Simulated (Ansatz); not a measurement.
# GaClF (SMILES [F][Ga][Cl]) at 6 levels

Wanted: a comparison of 6 runs (UHF/cc-pVTZ, U-revPBE/cc-pVTZ, UBLYP/cc-pVTZ, USVWN5/cc-pVTZ, UCCSD/cc-pVTZ, UCCSD(T)/cc-pVTZ) of GaClF. 

Program for the calculation: Ansatz 0.2.0.

27 further runs of the same task are left out: 27 set aside as unsound or not needed.

### Step 1. The structure to begin with

The species is GaClF (3 atoms), meant as a doublet with charge 0. SMILES: `[F][Ga][Cl]`. One bond was lengthened or shortened from a relaxed shape.

Bond lengths: F1–Ga2 2.021 Å, Ga2–Cl3 2.157 Å. Angles: F1–Ga2–Cl3 117.7°.

### Step 2. The energy at UHF/cc-pVTZ (run 1)

File run.yaml:

```yaml
crystal:
  periodic: [false, false, false]
  atoms:
    - symbol: F
      position_ang: [-1.644195, 0.242852, -0.884833]
    - symbol: Ga
      position_ang: [0.066400, 0.649600, 0.112200]
    - symbol: Cl
      position_ang: [1.343900, -1.010300, 0.629300]
basis:
  gaussian: {orbitals: cc-pVTZ}
magnetization: {spin_polarized: true, initial_magnetization: 1}
hamiltonian: {xc: hf}
accuracy: high
output: {orbitals: {seedname: orbitals}}
```

On the command line:

```bash
$ ansatz run run.yaml --threads 1 --pin off --max-ram 3480MiB --events-out events.jsonl --progress --plain --runs-dir runs
```

Output:

```text
Warning: RAYON_NUM_THREADS=1 ignored (pool sized by the plan → 1); use --threads N
Functional definition: HF
  name "HF"
  exchange = exact_x
  correlation = 0
1565 factors; integrals over basis functions are off by at most 3.7e-9 eV
mean field evaluation 1: about -67544.8332 eV, gradient 2.5e1 eV
mean field evaluation 2: about -67544.9132 eV, gradient 2.5e1 eV
mean field evaluation 4: about -67547.8020 eV, gradient 2.2e0 eV
mean field evaluation 8: about -67547.9364 eV, gradient 2.4e-1 eV
mean field evaluation 16: about -67547.9380 eV, gradient 2.2e-8 eV
mean field -67547.93801865 eV, -2482.3409365485 hartree, gradient 3.1e-8 eV, S^2 0.760654; 0 other end points of the search recorded, 0 dependent functions left out
reference -67547.93801865 eV, -2482.3409365485 hartree; 29, 28 occupied and 78, 79 virtual orbitals, 1565 factors
Total energy: -67547.93801865 eV, -2482.3409365485 hartree
```

It took 5.4 s on 1 thread of Arm Neoverse V2, shared host; peak memory 0.35 GiB.

### Step 3. A single-point energy at U-revPBE/cc-pVTZ (run 2)

File job.yaml:

```yaml
crystal:
  periodic: [false, false, false]
  atoms:
    - symbol: F
      position_ang: [-1.644195, 0.242852, -0.884833]
    - symbol: Ga
      position_ang: [0.066400, 0.649600, 0.112200]
    - symbol: Cl
      position_ang: [1.343900, -1.010300, 0.629300]
basis:
  gaussian:
    orbitals: cc-pVTZ
magnetization:
  spin_polarized: true
  initial_magnetization: 1
hamiltonian:
  xc: {name: revPBE}
accuracy: high
output:
  orbitals: {seedname: orbitals}
```

On the command line:

```bash
$ ansatz run job.yaml --threads 1 --pin off --max-ram 3480MiB --events-out events.jsonl --progress --plain --runs-dir runs
```

Output:

```text
Warning: RAYON_NUM_THREADS=1 ignored (pool sized by the plan → 1); use --threads N
Functional definition: revPBE
  name "revPBE"
  parameter kappa = 1.245
  parameter beta = 0.06672455060314922
  exchange = pbe_x(kappa = kappa, mu = beta*pi^2/3)
  correlation = pbe_c(beta = beta)
1565 factors; integrals over basis functions are off by at most 3.7e-9 eV
mean field evaluation 1: about -67609.8545 eV, gradient 3.7e1 eV
mean field evaluation 2: about -67435.7823 eV, gradient 1.8e2 eV
mean field evaluation 4: about -67612.7306 eV, gradient 2.0e1 eV
mean field evaluation 8: about -67614.4650 eV, gradient 2.5e-1 eV
mean field evaluation 16: about -67614.4645 eV, gradient 1.6e-4 eV
mean field -67614.46448417 eV, -2484.7857390633 hartree, gradient 9.9e-8 eV, S^2 0.752713; 0 other end points of the search recorded, 0 dependent functions left out
reference -67614.46448803 eV, -2484.7857392052 hartree; 29, 28 occupied and 78, 79 virtual orbitals, 1565 factors
Total energy: -67614.46448803 eV, -2484.7857392052 hartree
```

Wall time 9.3 s (1 thread of Arm Neoverse V2, shared host); peak memory 0.26 GiB.

### Step 4. A single-point energy at UBLYP/cc-pVTZ (run 3)

File molecule.yaml:

```yaml
crystal:
  periodic: [false, false, false]
  atoms:
    - {symbol: F, position_ang: [-1.644195, 0.242852, -0.884833]}
    - {symbol: Ga, position_ang: [0.066400, 0.649600, 0.112200]}
    - {symbol: Cl, position_ang: [1.343900, -1.010300, 0.629300]}
basis:
  gaussian:
    orbitals: cc-pVTZ
magnetization:
  spin_polarized: true
  initial_magnetization: 1
hamiltonian:
  xc: {name: BLYP}
accuracy: high
output: {orbitals: {seedname: orbitals}}
```

On the command line:

```bash
$ ansatz run molecule.yaml --threads 1 --pin off --max-ram 3480MiB --events-out events.jsonl --progress --plain --runs-dir runs
```

Output:

```text
Warning: RAYON_NUM_THREADS=1 ignored (pool sized by the plan → 1); use --threads N
Functional definition: BLYP
  name "BLYP"
  parameter beta = 0.0042
  parameter a = 0.04918
  parameter b = 0.132
  parameter c = 0.2533
  parameter d = 0.349
  exchange = b88_x(beta = beta)
  correlation = lyp_c(a = a, b = b, c = c, d = d)
1565 factors; integrals over basis functions are off by at most 3.7e-9 eV
mean field evaluation 1: about -67618.3756 eV, gradient 3.9e1 eV
mean field evaluation 2: about -67433.1212 eV, gradient 1.8e2 eV
mean field evaluation 4: about -67621.3037 eV, gradient 2.2e1 eV
mean field evaluation 8: about -67623.3452 eV, gradient 3.4e-1 eV
mean field evaluation 16: about -67623.3452 eV, gradient 1.5e-4 eV
mean field -67623.34520445 eV, -2485.1120995140 hartree, gradient 2.0e-8 eV, S^2 0.751858; 0 other end points of the search recorded, 0 dependent functions left out
reference -67623.34524679 eV, -2485.1121010700 hartree; 29, 28 occupied and 78, 79 virtual orbitals, 1565 factors
Total energy: -67623.34524679 eV, -2485.1121010700 hartree
```

Wall time 9.6 s (1 thread of Arm Neoverse V2, shared host); peak memory 0.26 GiB.

Runs 4 to 5 aren't shown in full; the table further down has their settings and results.

### Step 5. A single-point energy at UCCSD(T)/cc-pVTZ (run 6)

File run.yaml:

```yaml
crystal:
  periodic: [false, false, false]
  atoms:
    - {symbol: F, position_ang: [-1.644195, 0.242852, -0.884833]}
    - {symbol: Ga, position_ang: [0.066400, 0.649600, 0.112200]}
    - {symbol: Cl, position_ang: [1.343900, -1.010300, 0.629300]}
basis:
  gaussian:
    orbitals: cc-pVTZ
magnetization:
  spin_polarized: true
  initial_magnetization: 1
correlation:
  method: ccsd_t
  frozen_orbitals: {Cl: 5, F: 1, Ga: 9}
accuracy: high
scf:
  omitted_lower_state_checks: [cluster_reference, increment]
```

On the command line:

```bash
$ ansatz run run.yaml --threads 1 --pin off --max-ram 3480MiB --events-out events.jsonl --progress --plain --runs-dir runs
```

Output, cut to the lines that bear on the results:

```text
Warning: RAYON_NUM_THREADS=1 ignored (pool sized by the plan → 1); use --threads N
[... 2 set-up lines as earlier in the session ...]
[...]
1565 factors; integrals over basis functions are off by at most 3.7e-9 eV
[...]
mean field -67547.93801865 eV, -2482.3409365485 hartree, gradient 3.1e-8 eV, S^2 0.760654; 0 other end points of the search recorded, 0 dependent functions left out
15 core orbitals not correlated: weight in the atoms' cores, before any rotation towards them, 1.000 or more for the frozen orbitals, at most 0.000 for the correlated occupied ones
reference -67547.93801865 eV, -2482.3409365485 hartree; 14, 13 occupied and 78, 79 virtual orbitals, 1565 factors
second order -15.48513104 eV of doubles, -0.00000000 eV of singles
cycle   1  -15.33139815 eV  change    1.5e-1 eV  update   1.1e-1
[...]
cycle  26  -15.85460575 eV  change   -1.6e-9 eV  update   2.0e-9
perturbative correction -0.67882569 eV, -0.0249463839 hartree
Total energy: -67564.47145008 eV, -2482.9485289469 hartree
Checks for a lower state left out: cluster_reference, increment
```

It took 54 s on 1 thread of Arm Neoverse V2, shared host; peak memory 1 GiB.

### Step 6. Overview of the runs

```
run             level  frozen core orbitals   energy (Eh)  HOMO energy (eV)  LUMO energy (eV)   ⟨S²⟩  wall time
  1       UHF/cc-pVTZ                     –  -2482.340937            -10.74             -1.02  0.761      5.4 s
  2  U-revPBE/cc-pVTZ                     –  -2484.785739             -6.59             -5.44  0.753      9.3 s
  3     UBLYP/cc-pVTZ                     –  -2485.112101             -6.50             -5.64  0.752      9.6 s
  4    USVWN5/cc-pVTZ                     –  -2479.912711             -6.80             -5.98  0.751      5.7 s
  5     UCCSD/cc-pVTZ                    15  -2482.923583                 –                 –  0.761       41 s
  6  UCCSD(T)/cc-pVTZ                    15  -2482.948529                 –                 –  0.761       54 s
```

### Step 7. What came out

| quantity | value |
| --- | --- |
| run 6: total energy | -2482.94853 Eh |
| run 6: correlation energy (15 core orbitals frozen) | -607.6 mEh |
| run 6: (T) correction | -24.95 mEh |
| run 6: ⟨S²⟩ of the reference determinant | 0.761 |
| run 6: T1 diagnostic | 0.017 |

In words: Below the UHF energy at the same shape and in the same basis (cc-pVTZ): UCCSD -582.6 mEh; UCCSD(T) -607.6 mEh. Totals of different functionals can't be ranked against each other. All runs together took 2.1 min, the longest 54 s.
